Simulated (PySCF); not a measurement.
# PbSe2 with other numerical set-ups

Which parts of the numerical set-up matter for PbSe2? Each run edits the base script.

Computed with PySCF 2.14.0. Level: each script names its method and basis.

## (1) The starting structure

PbSe2: 3 atoms, charge 0, spin multiplicity 1.

Bond lengths: Pb1–Se2 2.373 Å, Pb1–Se3 2.373 Å. Angles: Se2–Pb1–Se3 180.0°.

Coordinates:

```xyz
3

Pb    0.00000    0.00000    0.00000
Se    2.37280    0.00000    0.00000
Se   -2.37280    0.00000    0.00000
```

## (2) The run that the others are compared with

input.py reads:

```python
from pyscf import gto, scf, mcscf

mol = gto.M(
    atom='Pb 0 0 0; Se 2.3728 0 0; Se -2.3728 0 0',
    basis='lanl2dz',
    ecp={'Pb': 'lanl2dz', 'Se': 'lanl2dz'},
    charge=0,
    spin=0,
    verbose=4,
)
mf = scf.RHF(mol)
mf.kernel()
mc = mcscf.CASCI(mf, 6, 8)
mc.kernel()
mc.analyze()
mf.dip_moment()
print('orbital energies (hartree):', mf.mo_energy[..., max(0, mol.nelec[1]-3):mol.nelec[0]+3].round(4))
```

Launch:

```bash
$ OMP_NUM_THREADS=1 python input.py
```

Its log is not repeated here.

It gives: E(SCF) = -21.395065 Eh, 9 cycles, E(CAS) − E(SCF) = -0.00593 Eh, μ = 0.00 D (of the SCF density).

## (3) Crenbl

Run 1 changes basis set: lanl2dz → crenbl. The core potential changes with it: totals don't compare.

input.py reads:

```python
from pyscf import gto, scf, mcscf

mol = gto.M(
    atom='Pb 0 0 0; Se 2.3728 0 0; Se -2.3728 0 0',
    basis='crenbl',
    ecp={'Pb': 'crenbl', 'Se': 'crenbl'},
    charge=0,
    spin=0,
    verbose=4,
)
mf = scf.RHF(mol)
mf.kernel()
mc = mcscf.CASCI(mf, 6, 8)
mc.kernel()
mc.analyze()
mf.dip_moment()
print('orbital energies (hartree):', mf.mo_energy[..., max(0, mol.nelec[1]-3):mol.nelec[0]+3].round(4))
```

Launch:

```bash
$ OMP_NUM_THREADS=1 python input.py
```

## (4) Def2-svp

Run 2 changes basis set: lanl2dz → def2-svp. The core potential changes with it: totals don't compare.

Changes to input.py since step 2:

```diff
@@ -4,4 +4,4 @@
     atom='Pb 0 0 0; Se 2.3728 0 0; Se -2.3728 0 0',
-    basis='lanl2dz',
-    ecp={'Pb': 'lanl2dz', 'Se': 'lanl2dz'},
+    basis='def2-svp',
+    ecp={'Pb': 'def2-svp'},
     charge=0,
```

What does the calculation give? Wanted: for each run, E(SCF); from base; gap; SCF dipole; after the SCF.

As calculated:

```csv
run,E(SCF) (hartree),from base (eV),cycles,gap (eV),SCF dipole (D),functions,after the SCF
base,-21.395065,0,9,8.93,0.00,24,CASCI correlation -0.161 eV
crenbl,-322.573321,not comparable,10,9.34,0.00,96,CASCI correlation -0.137 eV
def2-svp,-4990.958649,not comparable,10,9.47,0.00,90,CASCI correlation -0.481 eV
```

Total energies from different bases, Hamiltonians or methods carry different errors, so properties are taken as differences within one set-up.
